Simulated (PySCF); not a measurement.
# O2C3 in PySCF: notebook

The runs below take O2C3 through atomic charges, with PBE, CAM-B3LYP+D3(BJ), PW91, BP86+D3(BJM).

All numbers are computed with PySCF 2.14.0; they aren't measurements. Logs are shortened: lines on timing, memory, paths and dates and some standing lists are left out, and cuts for length are marked.

### Step 1. The structure

The cell holds a molecule in a box, 5 atoms: a = 10.000 Å, b = 14.000 Å, c = 12.000 Å, α = 90.00°, β = 90.00°, γ = 90.00°.

### Step 2. Atomic charges, PBE

run.py

```python
import json
import numpy as np
from pyscf.pbc import gto, scf, dft, df

cell = gto.Cell()
cell.basis = 'pob-tzvp-rev2'
cell.fromfile('C3O2.xyz')
cell.exp_to_discard = 0
cell.precision = 1e-08
cell.max_memory = 2520  # MB
cell.verbose = 4
cell.build()

res = {}
kpts = cell.make_kpts([1, 1, 1])
mf = dft.KRKS(cell, kpts, xc='pbe')
mf = mf.density_fit()
mf.with_df._cderi_to_save = 'cderi.h5'
mf.with_df.build(j_only=False)
mf.conv_tol = 1e-07
mf.max_cycle = 60

mf.kernel()
res.update(converged=bool(mf.converged), e_tot=mf.e_tot, nelec=cell.nelectron, nao=cell.nao, mesh=list(map(int, cell.mesh)), a=cell.lattice_vectors().tolist(), coords=cell.atom_coords().tolist(),
           mo_energy=[np.real(x).tolist() for x in mf.mo_energy], mo_occ=[np.real(x).tolist() for x in mf.mo_occ])
res.update(kpts=cell.get_scaled_kpts(kpts).tolist())
res['parts'] = {k: float(np.real(v)) for k, v in mf.scf_summary.items() if np.isscalar(v)}
json.dump(res, open('results.json', 'w'))
if not mf.converged:
    raise SystemExit('SCF not converged')

print('levels (eV)')
for i, kp in enumerate(res['kpts'][:40]):
    print('k %7.4f %7.4f %7.4f  ' % tuple(kp), ' '.join('%.3f' % (x * 27.211386) for x in res['mo_energy'][i][:22]))

# Mulliken populations
dm, s = np.asarray(mf.make_rdm1()), np.asarray(mf.get_ovlp())
sites = cell.aoslice_by_atom()[:, 2:]
tot = np.einsum('kij,kji->i', dm, s).real / len(kpts)
res['mulliken'] = [cell.atom_charge(i) - tot[a0:a1].sum() for i, (a0, a1) in enumerate(sites)]
print('Mulliken charges', np.round(res['mulliken'], 5))
res['meta_lowdin'] = mf.mulliken_meta()[1].tolist()

# density on a uniform mesh
grids = dft.gen_grid.UniformGrids(cell)
grids.mesh = [51, 71, 61]
grids.build()
ni = dft.numint.KNumInt()
rho = [ni.get_rho(cell, x, grids, kpts) for x in [dm]]
np.save('rho.npy', np.reshape(rho, (-1, *grids.mesh)))
res['done'] = True
json.dump(res, open('results.json', 'w'))
```

C3O2.xyz

```xyz
5
Lattice="10.0000000000 0.0000000000 0.0000000000 0.0000000000 14.0000000000 0.0000000000 0.0000000000 0.0000000000 12.0000000000" Properties=species:S:1:pos:R:3 pbc="T T T"
O      5.3116500000      4.9688500400      7.2953000400
C      5.1685500000      5.9456500600      6.6950000400
C      5.0108500000      7.0208500600      6.0342999600
C      4.8556500000      8.0961500200      5.3732000400
O      4.7143500000      9.0731499600      4.7727000000
```

Potentials or basis: pob-tzvp-rev2 (all-electron).

Run with:

```sh
> OMP_NUM_THREADS=2 python -u run.py > log
```

The program printed:

```text
Discarded 0 diffused primitive functions, 0 contracted functions

******** <class 'pyscf.pbc.df.df.GDF'> ********
auxbasis = None
exp_to_discard = 0
len(kpts) = 1
ETB for C: l = 0, exps = 0.3288142 * 2^n , n = 0..13
ETB for C: l = 1, exps = 0.3602581353249361 * 2^n , n = 0..10
ETB for C: l = 2, exps = 0.394709 * 2^n , n = 0..7
ETB for C: l = 3, exps = 0.6761642415859921 * 2^n , n = 0..3
ETB for C: l = 4, exps = 1.15831684 * 2^n , n = 0..0
ETB for O: l = 0, exps = 0.71317402 * 2^n , n = 0..13
ETB for O: l = 1, exps = 0.514889491103639 * 2^n , n = 0..10
ETB for O: l = 2, exps = 0.37173422 * 2^n , n = 0..8
ETB for O: l = 3, exps = 0.5806330875778414 * 2^n , n = 0..4
ETB for O: l = 4, exps = 0.90692426 * 2^n , n = 0..0

WARN: Even tempered Gaussians are generated as DF auxbasis for  C O

Drop 0 primitive fitting functions
make aux basis, num shells = 194, num cGTOs = 644
auxcell.rcut 11.4393052060539

******** <class 'pyscf.pbc.df.rsdf_builder._RSGDFBuilder'> ********
mesh = [25 33 29] (23925 PWs)
ke_cutoff = 7.219645959629329
omega = 0.32861623730146466
exclude_d_aux = True
exclude_dd_block = True
j2c_eig_always = False
has_long_range = True

******** <class 'pyscf.pbc.dft.krks.KRKS'> ********
method = KRKS
initial guess = minao
damping factor = 0
level_shift factor = 0
DIIS = <class 'pyscf.scf.diis.CDIIS'>
diis_start_cycle = 1
diis_space = 8
diis_damp = 0
SCF conv_tol = 1e-07
SCF conv_tol_grad = None
SCF max_cycles = 60
direct_scf = True
direct_scf_tol = 1e-13

******** PBC SCF flags ********
N kpts = 1
Exchange divergence treatment (exxdiv) = ewald
    madelung (= occupied orbital energy shift) = 0.12256530411414102
    Total energy shift due to Ewald probe charge = -1/2 * Nelec*madelung = -2.08361016994
DF object = <pyscf.pbc.df.df.GDF object>
XC functionals = pbe
small_rho_cutoff = 0
radial grids:
    Treutler-Ahlrichs [JCP 102, 346 (1995); DOI:10.1063/1.469408] (M4) radial grids

becke partition: Becke, JCP 88, 2547 (1988); DOI:10.1063/1.454033
pruning grids: <function nwchem_prune>
grids dens level: 3
symmetrized grids: False
atomic radii adjust function: <function treutler_atomic_radii_adjust>
Set gradient conv threshold to 0.000316228

******** <class 'pyscf.pbc.df.rsdf_builder._RSNucBuilder'> ********
mesh = [37 51 43] (81141 PWs)
ke_cutoff = 16.92809565338868
omega = 0.5174598520920043
exclude_d_aux = False
exclude_dd_block = True
j2c_eig_always = False
has_long_range = True
tot grids = 70516
cell vol = 11337.2019  sum(weights) = 11351.3041
nelec by numeric integration = 34.00000136317709
init E= -265.53022293502
  HOMO = -0.296946699083  LUMO = -0.104438898358  gap/eV = 5.23840
nelec by numeric integration = 34.00000135876505
cycle= 1 E= -264.351327503237  delta_E= 1.18  |g|= 0.944  |ddm|= 2.99
  HOMO = -0.175546870861  LUMO = -0.0362239059494  gap/eV = 3.79117
nelec by numeric integration = 34.00000017434274
cycle= 2 E= -263.235345830663  delta_E= 1.12  |g|=  2.6  |ddm|= 1.59
  HOMO = -0.211939970219  LUMO = -0.06270485414  gap/eV = 4.06089
nelec by numeric integration = 34.0000011859288
cycle= 3 E= -264.468574204549  delta_E= -1.23  |g|= 0.424  |ddm|= 1.35
  HOMO = -0.251797631953  LUMO = -0.0762284319572  gap/eV = 4.77748
nelec by numeric integration = 34.00000102518001
cycle= 4 E= -264.509427306034  delta_E= -0.0409  |g|= 0.138  |ddm|= 0.408
  HOMO = -0.253132370503  LUMO = -0.085908864976  gap/eV = 4.55038
nelec by numeric integration = 34.00000105688986
cycle= 5 E= -264.513422262005  delta_E= -0.00399  |g|= 0.0272  |ddm|= 0.092
  HOMO = -0.249892182324  LUMO = -0.082023991625  gap/eV = 4.56793
nelec by numeric integration = 34.00000106348891
cycle= 6 E= -264.513592858326  delta_E= -0.000171  |g|= 0.00394  |ddm|= 0.0198
  HOMO = -0.249949885162  LUMO = -0.0821076598464  gap/eV = 4.56722
nelec by numeric integration = 34.000001063918305
cycle= 7 E= -264.513584576254  delta_E= 8.28e-06  |g|= 0.00665  |ddm|= 0.00624
  HOMO = -0.249959504244  LUMO = -0.0821252169157  gap/eV = 4.56700
nelec by numeric integration = 34.000001064242
cycle= 8 E= -264.513596349584  delta_E= -1.18e-05  |g|= 0.000409  |ddm|= 0.0045
  HOMO = -0.249939232733  LUMO = -0.0821106267319  gap/eV = 4.56685
nelec by numeric integration = 34.00000106438553
cycle= 9 E= -264.513596387455  delta_E= -3.79e-08  |g|= 1.62e-05  |ddm|= 0.000265
  HOMO = -0.249940567152  LUMO = -0.082111288443  gap/eV = 4.56687
nelec by numeric integration = 34.00000106436988
Extra cycle  E= -264.513596386942  delta_E= 5.13e-10  |g|= 4.93e-05  |ddm|= 3.95e-05
converged SCF energy = -264.513596386942
levels (eV)
k  0.0000  0.0000  0.0000   -512.077 -512.076 -272.421 -272.420 -269.483 -28.477 -28.465 -20.151 -17.101 -12.490 -12.324 -11.658 -11.657 -11.030 -11.030 -6.802 -6.801 -2.234 -2.234 2.926 3.453 3.453
Mulliken charges [-0.14138  0.44795 -0.61313  0.44803 -0.14147]
 ** Mulliken pop on meta-lowdin orthogonal AOs **
 ** Mulliken pop  **
pop of  0 O 1s            1.99992
pop of  0 O 2s            1.64975
pop of  0 O 3s            0.00576
pop of  0 O 4s            0.00090
pop of  0 O 2px           1.51572
pop of  0 O 2py           1.51275
pop of  0 O 2pz           1.51469
pop of  0 O 3px           0.00345
pop of  0 O 3py           0.00337
pop of  0 O 3pz           0.00342
pop of  0 O 4px           0.00011
pop of  0 O 4py           0.00026
pop of  0 O 4pz           0.00017
pop of  0 O 3dxy          0.00296
pop of  0 O 3dyz          0.00870
pop of  0 O 3dz^2         0.00229
pop of  0 O 3dxz          0.00115
pop of  0 O 3dx2-y2       0.00590
pop of  1 C 1s            1.99982
pop of  1 C 2s            0.84940
pop of  1 C 3s            0.01777
pop of  1 C 4s            0.00114
pop of  1 C 2px           0.86363
pop of  1 C 2py           0.93328
pop of  1 C 2pz           0.88898
pop of  1 C 3px           0.00562
pop of  1 C 3py           0.01623
pop of  1 C 3pz           0.00948
pop of  1 C 4px           0.00011
pop of  1 C 4py           0.00190
pop of  1 C 4pz           0.00076
pop of  1 C 3dxy          0.00352
pop of  1 C 3dyz          0.00329
pop of  1 C 3dz^2         0.00296
pop of  1 C 3dxz          0.00138
pop of  1 C 3dx2-y2       0.00261
pop of  2 C 1s            1.99982
pop of  2 C 2s            0.83856
pop of  2 C 3s            0.01048
pop of  2 C 4s            0.00064
pop of  2 C 2px           1.20342
pop of  2 C 2py           1.09737
pop of  2 C 2pz           1.16475
pop of  2 C 3px           0.00299
pop of  2 C 3py           0.00593
pop of  2 C 3pz           0.00406
pop of  2 C 4px           0.00006
pop of  2 C 4py           0.00089
pop of  2 C 4pz           0.00036
pop of  2 C 3dxy          0.00033
pop of  2 C 3dyz          0.00222
pop of  2 C 3dz^2         0.00022
pop of  2 C 3dxz          0.00013
pop of  2 C 3dx2-y2       0.00144
pop of  3 C 1s            1.99982
pop of  3 C 2s            0.84942
pop of  3 C 3s            0.01777
pop of  3 C 4s            0.00114
pop of  3 C 2px           0.86357
pop of  3 C 2py           0.93329
pop of  3 C 2pz           0.88900
pop of  3 C 3px           0.00561
pop of  3 C 3py           0.01623
pop of  3 C 3pz           0.00948
pop of  3 C 4px           0.00011
pop of  3 C 4py           0.00190
pop of  3 C 4pz           0.00076
pop of  3 C 3dxy          0.00352
pop of  3 C 3dyz          0.00329
pop of  3 C 3dz^2         0.00296
pop of  3 C 3dxz          0.00138
pop of  3 C 3dx2-y2       0.00261
pop of  4 O 1s            1.99992
pop of  4 O 2s            1.64979
pop of  4 O 3s            0.00576
pop of  4 O 4s            0.00090
pop of  4 O 2px           1.51574
pop of  4 O 2py           1.51271
pop of  4 O 2pz           1.51471
pop of  4 O 3px           0.00345
pop of  4 O 3py           0.00336
pop of  4 O 3pz           0.00342
pop of  4 O 4px           0.00011
pop of  4 O 4py           0.00026
pop of  4 O 4pz           0.00017
pop of  4 O 3dxy          0.00295
pop of  4 O 3dyz          0.00871
pop of  4 O 3dz^2         0.00229
pop of  4 O 3dxz          0.00115
pop of  4 O 3dx2-y2       0.00591
 ** Mulliken atomic charges  **
charge of    0O =     -0.23127
charge of    1C =      0.39811
charge of    2C =     -0.33367
charge of    3C =      0.39814
charge of    4O =     -0.23131
```

Run time: 37 s. Hardware: 2 threads of Arm Neoverse V1, shared host; peak memory 1.9 GiB.

Results:

```yaml
Free_energy: -7197.7816 eV
Gap_between_the_frontier_levels: 4.57 eV
Meta-löwdin_charges: O -0.23; C +0.40, -0.33 e
```

Levels at points of the mesh, in eV from the valence-band top:
```csv
k point,band 13,band 14,band 15,band 16,band 17,band 18,band 19,band 20,band 21,band 22
"(0.00, 0.00, 0.00)",-4.86,-4.23,-4.23,0.00,0.00,4.57,4.57,9.73,10.25,10.25
```

Caveat: this is a molecule in a periodic box at the Γ point, so its band gap is the HOMO-LUMO gap; population charges move with the basis; the basis of atomic orbitals isn't converged, which shifts pressures, moduli and gaps; this basis is made for solids and lacks diffuse functions, so gaps of a molecule come out too wide by an eV or more. PBE gaps usually lie below the measured ones, often by a third to a half.

### Step 3. Atomic charges, CAM-B3LYP+D3(BJ)

Edit run.py of step 2 so:

```diff
@@ -14,7 +14,11 @@
 res = {}
+from pyscf.dispersion import dftd3
+d = dftd3.DFTD3Dispersion(cell, xc='camb3lyp', version='d3bj', atm=False).get_dispersion(grad=True)
+print('dispersion energy = %.10f' % d['energy'])
+res['e_disp'] = float(d['energy'])
+
 kpts = cell.make_kpts([1, 1, 1])
-mf = dft.KRKS(cell, kpts, xc='pbe')
+mf = dft.KRKS(cell, kpts, xc='camb3lyp', exxdiv='ewald')
 mf = mf.density_fit()
-mf.with_df._cderi_to_save = 'cderi.h5'
-mf.with_df.build(j_only=False)
+mf.with_df._cderi = 'cderi.h5'  # three-centre integrals saved by an earlier run on this cell, basis and mesh
 mf.conv_tol = 1e-07
@@ -42,10 +46,2 @@
 res['meta_lowdin'] = mf.mulliken_meta()[1].tolist()
-
-# density on a uniform mesh
-grids = dft.gen_grid.UniformGrids(cell)
-grids.mesh = [51, 71, 61]
-grids.build()
-ni = dft.numint.KNumInt()
-rho = [ni.get_rho(cell, x, grids, kpts) for x in [dm]]
-np.save('rho.npy', np.reshape(rho, (-1, *grids.mesh)))
 res['done'] = True
```

C3O2.xyz is that of step 2.

Potentials or basis: pob-tzvp-rev2 (all-electron).

Run with:

```sh
> OMP_NUM_THREADS=2 python -u run.py > log
```

The program printed:

```text
Discarded 0 diffused primitive functions, 0 contracted functions
dispersion energy = -0.0023178968

******** <class 'pyscf.pbc.dft.krks.KRKS'> ********
method = KRKS
initial guess = minao
damping factor = 0
level_shift factor = 0
DIIS = <class 'pyscf.scf.diis.CDIIS'>
diis_start_cycle = 1
diis_space = 8
diis_damp = 0
SCF conv_tol = 1e-07
SCF conv_tol_grad = None
SCF max_cycles = 60
direct_scf = True
direct_scf_tol = 1e-13

******** PBC SCF flags ********
N kpts = 1
Exchange divergence treatment (exxdiv) = ewald
    madelung (= occupied orbital energy shift) = 0.12256530411414102
    Total energy shift due to Ewald probe charge = -1/2 * Nelec*madelung = -2.08361016994
DF object = <pyscf.pbc.df.df.GDF object>
XC functionals = camb3lyp
small_rho_cutoff = 0
radial grids:
    Treutler-Ahlrichs [JCP 102, 346 (1995); DOI:10.1063/1.469408] (M4) radial grids

becke partition: Becke, JCP 88, 2547 (1988); DOI:10.1063/1.454033
pruning grids: <function nwchem_prune>
grids dens level: 3
symmetrized grids: False
atomic radii adjust function: <function treutler_atomic_radii_adjust>
Set gradient conv threshold to 0.000316228

******** <class 'pyscf.pbc.df.rsdf_builder._RSNucBuilder'> ********
mesh = [37 51 43] (81141 PWs)
ke_cutoff = 16.92809565338868
omega = 0.5174598520920043
exclude_d_aux = False
exclude_dd_block = True
j2c_eig_always = False
has_long_range = True
tot grids = 70516
cell vol = 11337.2019  sum(weights) = 11351.3041
nelec by numeric integration = 34.00000136317709

WARN: Function deprecated. Call pbc.df.rsdf_builder.estimate_ke_cutoff_for_omega instead.

Create RSH-DF object <pyscf.pbc.df.aft.AFTDF object> for omega=0.33
init E= -265.851555405908
  HOMO = -0.292451282474  LUMO = -0.0559013326949  gap/eV = 6.43685
nelec by numeric integration = 34.000001415296566

WARN: Function deprecated. Call pbc.df.rsdf_builder.estimate_ke_cutoff_for_omega instead.

Create RSH-DF object <pyscf.pbc.df.aft.AFTDF object> for omega=0.33
cycle= 1 E= -264.507032554259  delta_E= 1.34  |g|= 0.944  |ddm|= 2.79
  HOMO = -0.309071110995  LUMO = -0.0238491344829  gap/eV = 7.76129
nelec by numeric integration = 34.00000043539742

WARN: Function deprecated. Call pbc.df.rsdf_builder.estimate_ke_cutoff_for_omega instead.

Create RSH-DF object <pyscf.pbc.df.aft.AFTDF object> for omega=0.33
cycle= 2 E= -264.133183852265  delta_E= 0.374  |g|= 1.77  |ddm|= 1.19
  HOMO = -0.330860223228  LUMO = -0.0166097586355  gap/eV = 8.55119
nelec by numeric integration = 34.000001102117736

WARN: Function deprecated. Call pbc.df.rsdf_builder.estimate_ke_cutoff_for_omega instead.
[... 22 lines left out ...]
Create RSH-DF object <pyscf.pbc.df.aft.AFTDF object> for omega=0.33
cycle= 6 E= -264.680257507621  delta_E= -4.68e-06  |g|= 0.000435  |ddm|= 0.00679
  HOMO = -0.340951285374  LUMO = -0.0107495983113  gap/eV = 8.98525
nelec by numeric integration = 34.000001067299266

WARN: Function deprecated. Call pbc.df.rsdf_builder.estimate_ke_cutoff_for_omega instead.

Create RSH-DF object <pyscf.pbc.df.aft.AFTDF object> for omega=0.33
cycle= 7 E= -264.680257578644  delta_E= -7.1e-08  |g|= 0.000205  |ddm|= 0.0011
  HOMO = -0.340906076729  LUMO = -0.0107054106026  gap/eV = 8.98522
nelec by numeric integration = 34.0000010673257

WARN: Function deprecated. Call pbc.df.rsdf_builder.estimate_ke_cutoff_for_omega instead.

Create RSH-DF object <pyscf.pbc.df.aft.AFTDF object> for omega=0.33
Extra cycle  E= -264.680257568635  delta_E= 1e-08  |g|= 0.000313  |ddm|= 0.000317
converged SCF energy = -264.680257568635
levels (eV)
k  0.0000  0.0000  0.0000   -524.542 -524.537 -283.019 -283.017 -279.266 -33.323 -33.306 -24.507 -21.015 -16.235 -16.056 -15.177 -15.173 -14.397 -14.393 -9.280 -9.277 -0.291 -0.289 5.439 6.221 6.284
Mulliken charges [-0.15428  0.47983 -0.65126  0.47985 -0.15414]
 ** Mulliken pop on meta-lowdin orthogonal AOs **
 ** Mulliken pop  **
pop of  0 O 1s            1.99994
pop of  0 O 2s            1.64047
pop of  0 O 3s            0.00591
pop of  0 O 4s            0.00091
pop of  0 O 2px           1.53692
pop of  0 O 2py           1.52178
pop of  0 O 2pz           1.53141
pop of  0 O 3px           0.00321
pop of  0 O 3py           0.00341
pop of  0 O 3pz           0.00329
pop of  0 O 4px           0.00013
pop of  0 O 4py           0.00026
pop of  0 O 4pz           0.00018
pop of  0 O 3dxy          0.00321
pop of  0 O 3dyz          0.00895
pop of  0 O 3dz^2         0.00249
pop of  0 O 3dxz          0.00125
pop of  0 O 3dx2-y2       0.00611
pop of  1 C 1s            1.99986
pop of  1 C 2s            0.84907
pop of  1 C 3s            0.01821
pop of  1 C 4s            0.00122
pop of  1 C 2px           0.82218
pop of  1 C 2py           0.93077
pop of  1 C 2pz           0.86172
pop of  1 C 3px           0.00528
pop of  1 C 3py           0.01625
pop of  1 C 3pz           0.00928
pop of  1 C 4px           0.00015
pop of  1 C 4py           0.00191
pop of  1 C 4pz           0.00079
pop of  1 C 3dxy          0.00413
pop of  1 C 3dyz          0.00380
pop of  1 C 3dz^2         0.00347
pop of  1 C 3dxz          0.00161
pop of  1 C 3dx2-y2       0.00303
pop of  2 C 1s            1.99985
pop of  2 C 2s            0.82140
pop of  2 C 3s            0.01010
pop of  2 C 4s            0.00063
pop of  2 C 2px           1.24287
pop of  2 C 2py           1.10714
pop of  2 C 2pz           1.19321
pop of  2 C 3px           0.00343
pop of  2 C 3py           0.00624
pop of  2 C 3pz           0.00446
pop of  2 C 4px           0.00007
pop of  2 C 4py           0.00093
pop of  2 C 4pz           0.00038
pop of  2 C 3dxy          0.00024
pop of  2 C 3dyz          0.00236
pop of  2 C 3dz^2         0.00013
pop of  2 C 3dxz          0.00009
pop of  2 C 3dx2-y2       0.00152
pop of  3 C 1s            1.99986
pop of  3 C 2s            0.84909
pop of  3 C 3s            0.01821
pop of  3 C 4s            0.00122
pop of  3 C 2px           0.82211
pop of  3 C 2py           0.93081
pop of  3 C 2pz           0.86177
pop of  3 C 3px           0.00527
pop of  3 C 3py           0.01625
pop of  3 C 3pz           0.00929
pop of  3 C 4px           0.00015
pop of  3 C 4py           0.00191
pop of  3 C 4pz           0.00079
pop of  3 C 3dxy          0.00414
pop of  3 C 3dyz          0.00380
pop of  3 C 3dz^2         0.00347
pop of  3 C 3dxz          0.00161
pop of  3 C 3dx2-y2       0.00302
pop of  4 O 1s            1.99994
pop of  4 O 2s            1.64050
pop of  4 O 3s            0.00591
pop of  4 O 4s            0.00091
pop of  4 O 2px           1.53686
pop of  4 O 2py           1.52169
pop of  4 O 2pz           1.53136
pop of  4 O 3px           0.00321
pop of  4 O 3py           0.00341
pop of  4 O 3pz           0.00329
pop of  4 O 4px           0.00013
pop of  4 O 4py           0.00026
pop of  4 O 4pz           0.00018
pop of  4 O 3dxy          0.00320
pop of  4 O 3dyz          0.00896
pop of  4 O 3dz^2         0.00249
pop of  4 O 3dxz          0.00124
pop of  4 O 3dx2-y2       0.00611
 ** Mulliken atomic charges  **
charge of    0O =     -0.26983
charge of    1C =      0.46728
charge of    2C =     -0.39505
charge of    3C =      0.46725
charge of    4O =     -0.26964
```

Run time: 80 s. Hardware: 2 threads of Arm Neoverse V1, shared host; peak memory 1.9 GiB.

Results:

```yaml
Free_energy: -7202.3798 eV
Gap_between_the_frontier_levels: 8.99 eV
Meta-löwdin_charges: O -0.27; C +0.47, -0.40 e
Dispersion_energy_per_atom: -0.013 eV
```

Levels at points of the mesh, in eV from the valence-band top:
| k point | band 15 | band 16 | band 17 | band 18 | band 19 | band 20 |
| --- | --- | --- | --- | --- | --- | --- |
| (0.00, 0.00, 0.00) | -5.12 | 0.00 | 0.00 | 8.99 | 8.99 | 14.72 |

Caveat: this is a molecule in a periodic box at the Γ point, so its band gap is the HOMO-LUMO gap; the energy listed adds the dispersion energy to the SCF energy of the log; population charges move with the basis; the basis of atomic orbitals isn't converged, which shifts pressures, moduli and gaps; this basis is made for solids and lacks diffuse functions, so gaps of a molecule come out too wide by an eV or more.

[end of part 1 of 2]
